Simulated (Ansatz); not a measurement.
# GeH₄Cl (doublet): from Hartree-Fock to the top rungs at distance Ge1–H5 along a hydrogen transfer = 1.597 Å, cc-pVDZ

How much of the correlation energy of GeH₄Cl (doublet) does each wave-function method recover here?

Computed with Ansatz 0.2.0, Gaussian basis. Level: cc-pVDZ, core rule «outside noble gas», up to 19 orbitals frozen.

Plan: UHF; CCSD(T) on ROHF; CCSD(T) on UHF; BCCD(T) on ROHF; CISD; CCSDT(Q) on ROHF; CCSDT(Q) on UHF; CASSCF and MRCISD+Q, 3 electrons in 3 orbitals; CASSCF and NEVPT2, 3 electrons in 3 orbitals; CASSCF and MRCISD+Q, 15 electrons in 12 orbitals; CASSCF and NEVPT2, 15 electrons in 12 orbitals.

## Step 1: The geometry

The geometry derives from fragments relaxed apart (PBE0/def2-TZVP) and kept rigid, so it is no stationary point. A hydrogen atom is moved between rigid fragments. No spin-orbit coupling is included. The filled d shell of Ge may be among the frozen orbitals whatever the setting's name suggests; the logs give the count.

6 atoms, charge 0, spin multiplicity 2.

Atoms are counted from 1 here; the program's logs count them from 0.

Bond lengths: Ge1–H2 1.534 Å, Ge1–H3 1.534 Å, Ge1–H4 1.534 Å, Ge1–H5 1.597 Å. Angles: H2–Ge1–H3 109.5°, H2–Ge1–H4 109.5°, H2–Ge1–H5 109.5°, H3–Ge1–H4 109.5°, H3–Ge1–H5 109.5°, H4–Ge1–H5 109.5°.

## Step 2: UHF

File in.yaml:

```yaml
crystal:
  periodic: [false, false, false]
  atoms:
    - {symbol: Ge, position_ang: [-1.051587, 0.000000, 0.000000]}
    - {symbol: H, position_ang: [-1.563037, 1.446599, 0.000000]}
    - {symbol: H, position_ang: [-1.563037, -0.723300, 1.252792]}
    - {symbol: H, position_ang: [-1.563037, -0.723299, -1.252792]}
    - {symbol: H, position_ang: [0.545413, 0.000000, 0.000000]}
    - {symbol: Cl, position_ang: [2.272413, 0.000000, 0.000000]}
basis:
  gaussian: {orbitals: cc-pVDZ}
magnetization: {spin_polarized: true, initial_magnetization: 1}
hamiltonian: {xc: hf}
output: {orbitals: {seedname: orbitals}}
```

Command:

```bash
$ ansatz run in.yaml --threads 1 --pin off --events-out ev --progress --plain --max-ram 2816MiB --backend cpu
```

The runs that follow: CCSD(T) on ROHF; CCSD(T) on UHF; BCCD(T) on ROHF; CISD; CCSDT(Q) on ROHF; CCSDT(Q) on UHF; CASSCF and MRCISD+Q, 3 electrons in 3 orbitals; CASSCF and NEVPT2, 3 electrons in 3 orbitals; CASSCF and MRCISD+Q, 15 electrons in 12 orbitals; CASSCF and NEVPT2, 15 electrons in 12 orbitals.

**Question.** What will the summary of the whole plan be? Wanted: UCCSDT(Q) below the RHF energy; RMP2 from UCCSDT(Q); UMP2 from UCCSDT(Q); RCCSD from UCCSDT(Q); RCCSD(T) from UCCSDT(Q); UCCSD(T) from UCCSDT(Q); RCCSDT(Q) from UCCSDT(Q); NEVPT2 pair from UCCSDT(Q); MRCISD+Q pair from UCCSDT(Q).

The runs gave:

| quantity | value |
| --- | --- |
| UCCSDT(Q) below the RHF energy | -8.0325 eV |
| RMP2 from UCCSDT(Q) | +1352.5 meV |
| UMP2 from UCCSDT(Q) | +1384.1 meV |
| RCCSD from UCCSDT(Q) | +176.3 meV |
| RCCSD(T) from UCCSDT(Q) | +35.1 meV |
| UCCSD(T) from UCCSDT(Q) | +34.7 meV |
| RCCSDT(Q) from UCCSDT(Q) | +1.0 meV |
| NEVPT2 pair from UCCSDT(Q) | +1330.2 meV |
| MRCISD+Q pair from UCCSDT(Q) | +75.1 meV |
| NEVPT2 valence from UCCSDT(Q) | +1560.4 meV |
| levels within 1 kcal/mol (43 meV) | RCCSD(T), UCCSD(T), BCCD(T), RCCSDT, UCCSDT, RCCSDT(Q) |
| T1 diagnostic | 0.020 |
| effectively unpaired electrons | 1.02 |

RCCSD(T) misses by +35.1 meV, 0.4 % of the correlation energy. One determinant dominates. Of the multireference levels listed MRCISD+Q valence comes nearest in total energy (+44.0 meV), which doesn't show that its space is the better one. These misses are within one basis, not against nature; the frozen cores of restricted and unrestricted runs differ, which can shift their rows.
